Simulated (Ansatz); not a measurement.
# BGe+ (triplet): r2SCANh, wB97X-V over a scan of the distance Ge1–B2, cc-pVDZ

Aim: run BGe+ (triplet) with these functionals over a scan of the distance Ge1–B2, and hold them against the top wave-function level at the same points.

Program: Ansatz 0.2.0, Gaussian basis. Level of theory: cc-pVDZ, all electrons in the functionals. These are calculated values, not measurements.

To be run: r2SCANh, wB97X-V, at 1.772 Å; 2.004 Å; 2.179 Å; 2.406 Å; 2.606 Å; 2.974 Å; 3.512 Å; 4.040 Å; 4.717 Å; 5.907 Å; 7.441 Å.

21 further runs of the same task are left out: 14 that didn't finish, 7 set aside as unsound or not needed.

### Step 1. What is computed

The geometry derives from a PBE0/def2-TZVP stationary point (not a proven minimum). One bond is set to the value named and the two fragments are kept rigid. No spin-orbit coupling is included. The filled d shell of Ge may be among the frozen orbitals whatever the setting's name suggests; the logs give the count.

2 atoms, charge 1, spin multiplicity 3.

Atoms are counted from 1 here; the program's logs count them from 0.

Bond lengths: Ge1–B2 2.179 Å.

No dispersion term is added; wB97X-V holds VV10 nonlocal correlation.

The geometry shown and the zero of energy belong to the point 2.179 Å. The yardstick, FCI, and other wave-function levels (R restricted, U unrestricted, valence and pair active spaces) come from earlier runs.

### Step 2. r2SCANh, 1.772 Å

The input, in.yaml:

```yaml
crystal:
  periodic: [false, false, false]
  atoms:
    - {symbol: Ge, position_ang: [0.000000, 0.000000, 0.000000]}
    - {symbol: B, position_ang: [0.000000, 0.000000, 1.772000]}
basis:
  gaussian: {orbitals: cc-pVDZ}
total_charge: 1
magnetization: {spin_polarized: true, initial_magnetization: 2}
hamiltonian: {xc: {name: r2SCANh}}
```

Run with:

```
> ansatz run in.yaml --threads 1 --pin off --events-out ev --progress --plain --max-ram 2393MiB
```

The runs that follow: r2SCANh, 2.004 Å; r2SCANh, 2.179 Å; r2SCANh, 2.406 Å; r2SCANh, 2.606 Å; r2SCANh, 2.974 Å; r2SCANh, 3.512 Å; r2SCANh, 4.040 Å; r2SCANh, 4.717 Å; r2SCANh, 5.907 Å; r2SCANh, 7.441 Å; wB97X-V, 1.772 Å; wB97X-V, 2.004 Å; wB97X-V, 2.179 Å; wB97X-V, 2.406 Å; wB97X-V, 2.606 Å; wB97X-V, 2.974 Å; wB97X-V, 3.512 Å; wB97X-V, 4.040 Å; wB97X-V, 4.717 Å; wB97X-V, 5.907 Å; wB97X-V, 7.441 Å.

Q: Predict the results of all the runs planned. Wanted: span of the FCI curve; largest miss, r2SCANh; largest miss, wB97X-V.

The runs gave:

| quantity | value |
| --- | --- |
| span of the FCI curve | 45.8 kcal/mol |
| largest miss, r2SCANh | -7.5 kcal/mol (7.441 Å) |
| largest miss, wB97X-V | +3.1 kcal/mol (2.974 Å) |

**Reading.** Of the functionals, wB97X-V keep the smallest largest miss at the points compared (at most 3.1 kcal/mol) and r2SCANh strays most (7.5 kcal/mol, at 7.441 Å). Functionals and the yardstick converge differently with the basis, so part of each miss in cc-pVDZ is the basis.
